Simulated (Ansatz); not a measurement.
# GePt2: the cost of one run

Program: Ansatz 0.2.0. Level of theory: DFT PBEsol, scalar-relativistic, plane waves, PAW. These are calculated values, not measurements.

1 further run of the same task is left out (set aside as unsound or not needed). Runs told in other sessions of the task aren't counted.

## Step 1: The system as given

It takes space group P-62m (No. 189, hexagonal). The conventional cell has a = 6.761 Å, b = 6.761 Å, c = 3.459 Å, α = 90.00°, β = 90.00°, γ = 120.00°. Ge (site symmetry -6) is surrounded by 9 Pt at 2.43 to 2.74 Å. Around Ge (site symmetry -62m) lie 9 Pt at 2.55 to 2.59 Å. Pt (site symmetry m2m) has 5 Ge at 2.55 to 2.74 Å and 6 Pt at 2.87 to 2.88 Å in its first shell of neighbours. Pt (site symmetry m2m) is surrounded by 4 Ge at 2.43 to 2.59 Å.

Coordinates:

```cif
data_structure
_symmetry_space_group_name_H-M 'P 1'
_symmetry_Int_Tables_number 1
_cell_length_a 6.7607
_cell_length_b 6.7607
_cell_length_c 3.4587
_cell_angle_alpha 90.000
_cell_angle_beta 90.000
_cell_angle_gamma 120.000
_cell_volume 136.91
loop_
_atom_site_label
_atom_site_type_symbol
_atom_site_fract_x
_atom_site_fract_y
_atom_site_fract_z
_atom_site_occupancy
Ge1 Ge 0.66667 0.33333 0.00000 1
Ge2 Ge 0.33333 0.66667 0.00000 1
Ge3 Ge 0.00000 0.00000 0.50000 1
Pt1 Pt 0.62294 0.00000 0.50000 1
Pt2 Pt 0.37706 0.37706 0.50000 1
Pt3 Pt 0.00000 0.62294 0.50000 1
Pt4 Pt 0.00000 0.28491 0.00000 1
Pt5 Pt 0.71509 0.71509 0.00000 1
Pt6 Pt 0.28491 0.00000 0.00000 1
```

It goes back to an entry of the Materials Project, which need not be the stable form.

This cell was relaxed beforehand with the same method: volume 15.21 Å³/atom, gap on the mesh none (metal).

## Step 2: The reference cell

The reference gives a free energy of -87066.8016 eV, pressure -0.01 GPa, largest force 0.009 eV/Å and gap on the mesh none (metal). It was computed beforehand with the settings of the runs below.

## Step 3: The scan: biaxial against axial strain

The cell is strained by p along both x and y and by q along z, with fractional coordinates fixed.

## Step 4: Point p = -0.080, q = -0.080

Contents of input.yaml:

```yaml
crystal:
  lattice:
    - [6.2198672515, 0.0, 0.0]
    - [-3.1099336258, 5.386563048, 0.0]
    - [0.0, 0.0, 3.1819841246]
  atoms:
    - { symbol: Ge, position: [0.6666666667, 0.3333333333, 0.0] }
    - { symbol: Ge, position: [0.3333333333, 0.6666666667, 0.0] }
    - { symbol: Ge, position: [0.0, 0.0, 0.5] }
    - { symbol: Pt, position: [0.622937213, 0.0, 0.5] }
    - { symbol: Pt, position: [0.377062787, 0.377062787, 0.5] }
    - { symbol: Pt, position: [0.0, 0.622937213, 0.5] }
    - { symbol: Pt, position: [0.0, 0.2849128412, 0.0] }
    - { symbol: Pt, position: [0.7150871588, 0.7150871588, 0.0] }
    - { symbol: Pt, position: [0.2849128412, 0.0, 0.0] }
basis:
  ecutwfc: 420
kpoints:
  mp_grid: { grid: [6, 6, 12] }
hamiltonian:
  xc: pbesol
scf:
  occupations: { method: gaussian, width: 0.15 }
output:
  forces: true
  stress: true
  eigenvalues: true
```

Command:

```sh
$ ansatz run input.yaml --threads 2 --pin off --max-ram 5120MiB --backend cpu --events-out ev --progress --plain --runs-dir out
```

What time and memory should one allow on 2 threads of AMD EPYC 7R43 (Zen 3), shared host?

About 22 s, with a peak of 0.68 GiB.
